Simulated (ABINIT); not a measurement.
Input of an ABINIT 10.8.3 (patched build) run:

The input run.abi:

```
pp_dirpath "./"
pseudos "Sb.upf, Ga.upf"

acell 3*1.0
rprim
     0.0000000000     7.0498028319     7.0498028319
     7.0498028319     0.0000000000     7.0498028319
     7.0498028319     7.0498028319     0.0000000000
ntypat 2
znucl 51 31
natom 4
typat 1 1 1 2
xred
     0.5000000000     0.5000000000     0.5000000000
     0.7500000000     0.7500000000     0.7500000000
     0.2500000000     0.2500000000     0.2500000000
     0.0000000000     0.0000000000     0.0000000000

ecut 40.0

kptopt 1
ngkpt 6 6 6
nshiftk 1
shiftk 0.0 0.0 0.0

ixc -116133

nband 35
occopt 3
tsmear 0.05 eV

nstep 100
tolvrs 1.0e-10

iomode 3
prtwf 0
prtden 0
prteig 0
prtebands 0
enunit 2
```

Potentials or basis: PseudoDojo NC SR PBEsol v0.4.1 standard.

Launch:

```console
$ abinit run.abi > log 2>&1
```

**Question.** Estimate the pressure.

**Answer.** -3.5 GPa.

**Question.** What does it give for the band gap on the k mesh?

**Answer.** None (metal or under the smearing width).

Spin-orbit coupling is left out, which matters for the levels of Sb.
